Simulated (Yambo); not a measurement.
# Ge (Fd-3m) in Yambo: a series of runs, part 2 of 3

Yambo 5.3.0. The steps go on from the part before.

### 3 Optical spectrum by the Bethe-Salpeter equation, PBE

bse2.in

```
optics
bse
bss
rim_cut
em1s
RandQpts= 1000000
RandGvec= 50 RL
Chimod= "HARTREE"
% BndsRnXs
 1 | 54 |
%
NGsBlkXs= 3 Ry
% LongDrXs
 1 | 1 | 1 |
%
BSKmod= "SEX"
BSEmod= "retarded"
BSSmod= "d"
% BSEQptR
 1 | 1 |
%
% BSEBands
 12 | 18 |
%
BSENGexx= 30 Ry
BSENGBlk= 3 Ry
% BEnRange
 0 | 15 | eV
%
% BDmRange
 0.05 | 0.05 | eV
%
BEnSteps= 150
% BLongDir
 1 | 1 | 1 |
%
BSEprop= "abs"
WRbsWF
```

scf.in

```
&CONTROL
  calculation = 'scf'
  prefix = 'pwscf'
  outdir = './tmp'
  pseudo_dir = './pseudo'
/
&SYSTEM
  ibrav = 0
  nat = 2
  ntyp = 1
  ecutwfc = 70
  nbnd = 21
  occupations = 'smearing'
  smearing = 'fd'
  degauss = 0.00367493
  force_symmorphic = .true.
/
&ELECTRONS
  conv_thr = 4d-10
  electron_maxstep = 120
  mixing_beta = 0.5
/
ATOMIC_SPECIES
Ge    72.6300 Ge_ONCV_PBE-1.2.upf
CELL_PARAMETERS angstrom
   0.0000000000    2.8289100000    2.8289100000
   2.8289100000    0.0000000000    2.8289100000
   2.8289100000    2.8289100000    0.0000000000
ATOMIC_POSITIONS angstrom
Ge     4.2433650000    4.2433650000    4.2433650000
Ge     2.8289100000    2.8289100000    2.8289100000
K_POINTS automatic
8 8 8 0 0 0
```

nscf.in

```
&CONTROL
  calculation = 'nscf'
  prefix = 'pwscf'
  outdir = './tmp'
  pseudo_dir = './pseudo'
/
&SYSTEM
  ibrav = 0
  nat = 2
  ntyp = 1
  ecutwfc = 70
  nbnd = 64
  occupations = 'smearing'
  smearing = 'fd'
  degauss = 0.00367493
  force_symmorphic = .true.
/
&ELECTRONS
  conv_thr = 1d-08
  diago_full_acc = .true.
  diago_thr_init = 1d-06
/
ATOMIC_SPECIES
Ge    72.6300 Ge_ONCV_PBE-1.2.upf
CELL_PARAMETERS angstrom
   0.0000000000    2.8289100000    2.8289100000
   2.8289100000    0.0000000000    2.8289100000
   2.8289100000    2.8289100000    0.0000000000
ATOMIC_POSITIONS angstrom
Ge     4.2433650000    4.2433650000    4.2433650000
Ge     2.8289100000    2.8289100000    2.8289100000
K_POINTS automatic
6 6 6 0 0 0
```

Potentials or basis: SG15 PBE 1.2.

Launch:

```sh
> OMP_NUM_THREADS=1 pw.x -in scf.in > scf.out
> OMP_NUM_THREADS=1 pw.x -in nscf.in > nscf.out
> cd tmp/pwscf.save; p2y; mv SAVE ../..; cd ../..
> OMP_NUM_THREADS=1 yambo
> mkdir -p bse2; ln -s $PWD/bse1/ndb.em1s* bse2/
> mkdir -p bse2; ln -s $PWD/g0w00/ndb.RIM bse2/
> OMP_NUM_THREADS=1 yambo -F bse2.in -J bse2 -C bse2_out
> OMP_NUM_THREADS=1 ypp -J bse2 -C bse2_out -e s -b 1
```

Yambo's report:

```text
[... sections 02.01 to 02.04 as in the set-up run ...]

  [02.05] Energies & Occupations
  ==============================

  [X] === General ===
  [X] Electronic Temperature                        :  0.258693E-1   300.200    [eV K]
  [X] Bosonic    Temperature                        :  0.258606E-1   300.100    [eV K]
  [X] Finite Temperature mode                       : yes
  [X] El. density                                   :  0.61840E+24 [cm-3]
  [X] Fermi Level                                   :  11.13788 [eV]

  [X] === Gaps and Widths ===
  [X] Conduction Band Min                           :  11.13788 [eV]
  [X] Valence Band Max                              :  11.13788 [eV]
  [X] Filled Bands                                  :  11
  [X] Metallic Bands                                :  12  15
  [X] Empty Bands                                   :   16   64

  [X] === Metallic Characters ===
  [X] N of el / N of met el                         :  28.00000   5.99865
  [X] Average metallic occ.                         :  0.374915

  [WARNING] [X] Metallic system

 [03] Transferred momenta grid and indexing
 ==========================================

 IBZ Q-points                                      :  16
 BZ  Q-points                                      :  216

 K/Q-points units:
 rlu = crystal or reduced units; cc = cartesian coordinates; iku = interal k-units

 Q [ 1]         [rlu]:  0.000000  0.000000  0.000000
[... 137 lines left out ...]
     [RIM] RL components                              :   51 [col]
     [RIM] Random points                              :  1000000 [col]
     [SOC] Perturbative SOC                           : no
     [K] Kernel long-range exchange                   : BAR

    [07.01.05.03] Wave-Function Phases
    ==================================

    [BSE] WF phases found       :  64.99256 [o/o]

   [07.01.06] BSE solver(s) @q1
   ============================

   [07.01.07] Diago Solver @q1
   ===========================

   [WR./bse2//ndb.BS_diago_Q1]-----------------------------------------------------
    BS kernel          energies                      : Perdew, Burke & Ernzerhof(X)+Perdew, Burke & Ernzerhof(C)
    [K] Identifier                                   :   9487
    [K] Dimension                                    :  2607
    [K] Bands                                        :  12  18
    [K] Exchange                                     : yes [res]
    [K] Correlation                                  : yes [res]
    [K] Kernel`s coupling                            : no
    [K] Exchange                                     : no [cpl]
    [K] Correlation                                  : no [cpl]
    [K] W interaction is bare                        : no
    [K] ALDA kernel in R-space                       : no
    [K] RL vectors                                   :   893 [exchange]
    [K] RL vectors                                   :   51 [correlation]
    [K] E/h energy range                             : -1.000000 -1.000000 [eV]
    [K] Coupling range                               :  100.0000  100.0000 [o/o]
    [W] Interaction is diagonal                      : no
    [W] Matrix size                                  :   51
    [W] Bands                                        :    1   54
    [W] e/h energy range                             : -1.000000 -1.000000 [eV]
    [W] Poles                                        :  100.0000 [o/o]
    [W] RL vectors in the sum                        :   3839
    [W] [r,Vnl] included                             : yes
    [W] Field direction                              :  0.577350E-5  0.577350E-5  0.577350E-5
    [W] Coulomb Cutoff                               : none
    [W] Hxc Kernel                                   : HARTREE
    [RIM] RL components                              :   51 [col]
    [RIM] Random points                              :  1000000 [col]
    [SOC] Perturbative SOC                           : no
    [K] Kernel long-range exchange                   : BAR
    [BSS] Eigenstates included                       : yes
    [BSS] Field direction                            :  0.577350E-5  0.577350E-5  0.577350E-5
    [BSS] Eigenstates computed                       :  2607
    [BSS] Number of BSE matrices                     :  1
```

o-bse2.eps_q1_diago_bse:

```text
# Absorption @ Q(1):  0.577350269     0.577350269     0.577350269    [q->0 direction]
#
[... 52 lines left out ...]
#
        0.000000           0.000000            9478.19           0.000000            9414.07
        0.100671            3643.81           -1852.92            3460.25           -1811.60
        0.201342           559.6708          -956.2547           534.7278          -916.4801
        0.302013           168.3970          -446.2744           161.4226          -427.5118
        0.402685           71.56877          -242.8881           68.67293          -232.3713
        0.503356           37.07740          -144.0013           35.56781          -137.4788
[... 142 lines left out ...]
        14.89933           0.012119          -0.306537           0.012637          -0.459749
        15.00000           0.011774          -0.282654           0.011994          -0.435164
#
```

What came out:

| Property | Result |
| --- | --- |
| Band gap on the k mesh, mean-field level | none (metal or under the smearing width) |

Dielectric function (along the field direction of the input):
| energy (eV) | real part | imaginary part |
| --- | --- | --- |
| 0.50 | -144.00 | 37.08 |
| 0.81 | -29.14 | 10.47 |
| 1.21 | 40.44 | 11.98 |
| 1.61 | -114.79 | 82.92 |
| 1.91 | -27.62 | 5.95 |
| 2.32 | 3.85 | 3.89 |
| 2.72 | -10.48 | 16.37 |
| 3.02 | 11.88 | 10.21 |
| 3.42 | 2.14 | 15.14 |
| 3.83 | -45.93 | 18.98 |
| 4.13 | -19.80 | 4.26 |
| 4.53 | -8.64 | 3.49 |
| 4.93 | -3.25 | 11.67 |
| 5.34 | -7.31 | 3.75 |
| 5.64 | -5.91 | 6.76 |
| 6.04 | -8.65 | 2.63 |
| 6.44 | -7.95 | 6.39 |
| 6.74 | -3.96 | 2.10 |
| 7.15 | -3.98 | 1.92 |
| 7.55 | -4.65 | 1.47 |
| 7.85 | -5.23 | 0.96 |
| 8.26 | -4.52 | 0.64 |
| 8.66 | -3.00 | 0.42 |
| 8.96 | -2.60 | 0.54 |
| 9.36 | -2.09 | 0.16 |
| 9.77 | -1.84 | 0.21 |
| 10.17 | -0.66 | 1.20 |
| 10.47 | -3.13 | 1.16 |
| 10.87 | -1.74 | 0.69 |
| 11.28 | -1.53 | 0.19 |
| 11.58 | -1.78 | 0.38 |
| 11.98 | -1.26 | 0.04 |
| 12.38 | -1.00 | 0.07 |
| 12.68 | -0.92 | 0.05 |
| 13.09 | -0.73 | 0.02 |
| 13.49 | -0.54 | 0.04 |
| 13.79 | -0.46 | 0.11 |
| 14.19 | -0.50 | 0.04 |
| 14.60 | -0.38 | 0.01 |
| 15.00 | -0.28 | 0.01 |

Caveat: the intraband (Drude) term of the metal is left out; the ground state has no gap, which makes the many-body step unreliable; the transitions start from uncorrected Kohn-Sham levels, so peaks lie too low; exciton energies and binding change strongly with the k mesh and aren't converged on this one; spectra need much finer meshes, so this one isn't converged; this crystal is a semiconductor, whose small gap the functional closes, so the metal is an error of the method.

### 4 Optical spectrum by the Bethe-Salpeter equation, PBE

bse3.in

```
optics
bse
bss
rim_cut
em1s
RandQpts= 1000000
RandGvec= 50 RL
Chimod= "HARTREE"
% BndsRnXs
 1 | 54 |
%
NGsBlkXs= 3 Ry
% LongDrXs
 1 | 1 | 1 |
%
BSKmod= "SEX"
BSEmod= "retarded"
BSSmod= "h"
% BSEQptR
 1 | 1 |
%
% BSEBands
 12 | 19 |
%
BSENGexx= 10 Ry
BSENGBlk= 3 Ry
% BEnRange
 0 | 10 | eV
%
% BDmRange
 0.1 | 0.1 | eV
%
BEnSteps= 300
% BLongDir
 1 | 1 | 1 |
%
BSEprop= "abs"
BSHayTrs= -0.02
```

scf.in is that of step 3.

nscf.in is that of step 3.

Potentials or basis: SG15 PBE 1.2.

Launch:

```sh
> OMP_NUM_THREADS=1 pw.x -in scf.in > scf.out
> OMP_NUM_THREADS=1 pw.x -in nscf.in > nscf.out
> cd tmp/pwscf.save; p2y; mv SAVE ../..; cd ../..
> OMP_NUM_THREADS=1 yambo
> mkdir -p bse3; ln -s $PWD/bse1/ndb.em1s* bse3/
> mkdir -p bse3; ln -s $PWD/g0w00/ndb.RIM bse3/
> OMP_NUM_THREADS=1 yambo -F bse3.in -J bse3 -C bse3_out
```

Yambo's report:

```text
[... sections 02.01 to 02.04 as in the set-up run ...]

  [02.05] Energies & Occupations
  ==============================

  [X] === General ===
  [X] Electronic Temperature                        :  0.258693E-1   300.200    [eV K]
  [X] Bosonic    Temperature                        :  0.258606E-1   300.100    [eV K]
  [X] Finite Temperature mode                       : yes
  [X] El. density                                   :  0.61840E+24 [cm-3]
  [X] Fermi Level                                   :  11.13788 [eV]

  [X] === Gaps and Widths ===
  [X] Conduction Band Min                           :  11.13788 [eV]
  [X] Valence Band Max                              :  11.13788 [eV]
  [X] Filled Bands                                  :  11
  [X] Metallic Bands                                :  12  15
  [X] Empty Bands                                   :   16   64

  [X] === Metallic Characters ===
  [X] N of el / N of met el                         :  28.00000   5.99865
  [X] Average metallic occ.                         :  0.374915

  [WARNING] [X] Metallic system

 [03] Transferred momenta grid and indexing
 ==========================================

 IBZ Q-points                                      :  16
[... 110 lines left out ...]
     Brillouin Zone Q/K grids (IBZ/BZ)                :   16  216   16  216
     RL vectors                                       :   3839 [WF]
     Coulomb cutoff potential                         : none
     Parallel CPUs
     Parallel Roles
     Fragmentation                                    : no
     BS kernel          wavefunctions                 : Perdew, Burke & Ernzerhof(X)+Perdew, Burke & Ernzerhof(C)
     Static diel. fun.  energies                      : Perdew, Burke & Ernzerhof(X)+Perdew, Burke & Ernzerhof(C)
     wavefunctions                                    : Perdew, Burke & Ernzerhof(X)+Perdew, Burke & Ernzerhof(C)
     [K] Identifier                                   :   3319
     [K] Dimension                                    :   3260
     [K] Bands                                        :  12  19
     [K] Exchange                                     : yes [res]
     [K] Correlation                                  : yes [res]
     [K] Kernel`s coupling                            : no
     [K] Exchange                                     : no [cpl]
     [K] Correlation                                  : no [cpl]
     [K] W interaction is bare                        : no
     [K] ALDA kernel in R-space                       : no
     [K] RL vectors                                   :  181 [exchange]
     [K] RL vectors                                   :   51 [correlation]
     [K] E/h energy range                             : -1.000000 -1.000000 [eV]
     [K] Coupling range                               :  100.0000  100.0000 [o/o]
     [W] Interaction is diagonal                      : no
     [W] Matrix size                                  :   51
     [W] Bands                                        :    1   54
     [W] e/h energy range                             : -1.000000 -1.000000 [eV]
     [W] Poles                                        :  100.0000 [o/o]
     [W] RL vectors in the sum                        :   3839
     [W] [r,Vnl] included                             : yes
     [W] Field direction                              :  0.577350E-5  0.577350E-5  0.577350E-5
     [W] Coulomb Cutoff                               : none
     [W] Hxc Kernel                                   : HARTREE
     [RIM] RL components                              :   51 [col]
     [RIM] Random points                              :  1000000 [col]
     [SOC] Perturbative SOC                           : no
     [K] Kernel long-range exchange                   : BAR

    [07.01.05.03] Wave-Function Phases
    ==================================

    [BSE] WF phases found       :  67.41536 [o/o]

   [07.01.06] BSE solver(s) @q1
   ============================

   [07.01.07] Haydock Solver in the optics basis @q1 using the hermitian scheme
   ============================================================================

   Accuracy (requested)      : -0.020000 [o/o]
   Accuracy (reached)        :  0.019172 [o/o]
   Iterations                :  119
```

o-bse3.eps_q1_haydock_bse:

```text
# Absorption @ Q(1):  0.577350269     0.577350269     0.577350269    [q->0 direction]
#
[... 60 lines left out ...]
        0.066890            2567.96            1558.00            2496.51            1487.24            2567.96            1558.00
        0.100334            2284.53           300.7975            2202.83           274.5066            2284.53           300.7975
        0.133779            1667.21          -308.1707            1601.26          -303.8482            1667.21          -308.1707
        0.167224            1142.96          -497.8765            1096.40          -481.3439            1142.96          -497.8765
[... 292 lines left out ...]
        9.966555           0.816871          -1.425423           1.026543          -2.130132           0.904133          -1.464370
        10.00000           0.886445          -1.321269           1.045071          -2.085896           0.895525          -1.420682
#
```

Results:

```yaml
Band_gap_on_the_k_mesh_mean-field_level: none (metal or under the smearing width)
```

Dielectric function (along the field direction of the input):
| energy (eV) | real part | imaginary part |
| --- | --- | --- |
| 0.50 | -129.47 | 70.54 |
| 0.74 | -41.71 | 25.18 |
| 0.97 | 0.10 | 15.44 |
| 1.20 | 35.89 | 21.97 |
| 1.47 | 23.94 | 135.22 |
| 1.71 | -56.58 | 36.03 |
| 1.94 | -23.18 | 10.39 |
| 2.17 | -5.74 | 6.66 |
| 2.44 | 12.16 | 12.30 |
| 2.68 | -3.07 | 27.54 |
| 2.91 | 2.16 | 19.82 |
| 3.18 | 14.76 | 45.14 |
| 3.41 | -2.42 | 24.12 |
| 3.65 | -20.83 | 42.63 |
| 3.88 | -32.16 | 14.56 |
| 4.15 | -18.49 | 5.64 |
| 4.38 | -13.20 | 3.57 |
| 4.62 | -9.49 | 4.26 |
| 4.88 | -5.09 | 6.23 |
| 5.12 | -7.06 | 5.89 |
| 5.35 | -6.98 | 5.02 |
| 5.59 | -5.93 | 5.23 |
| 5.85 | -5.00 | 5.63 |
| 6.09 | -6.80 | 3.19 |
| 6.32 | -3.50 | 5.00 |
| 6.59 | -6.62 | 3.04 |
| 6.82 | -4.42 | 3.82 |
| 7.06 | -5.52 | 2.39 |
| 7.29 | -5.37 | 2.94 |
| 7.56 | -4.43 | 1.51 |
| 7.79 | -4.11 | 1.94 |
| 8.03 | -3.66 | 2.37 |
| 8.29 | -4.41 | 0.96 |
| 8.53 | -3.38 | 0.65 |
| 8.76 | -3.00 | 0.78 |
| 9.00 | -2.69 | 0.64 |
| 9.26 | -2.27 | 0.31 |
| 9.50 | -1.66 | 0.59 |
| 9.73 | -1.55 | 0.73 |
| 10.00 | -1.32 | 0.89 |

Caveat: the intraband (Drude) term of the metal is left out; the ground state has no gap, which makes the many-body step unreliable; the transitions start from uncorrected Kohn-Sham levels, so peaks lie too low; exciton energies and binding change strongly with the k mesh and aren't converged on this one; spectra need much finer meshes, so this one isn't converged; this crystal is a semiconductor, whose small gap the functional closes, so the metal is an error of the method.

[end of part 2 of 3]
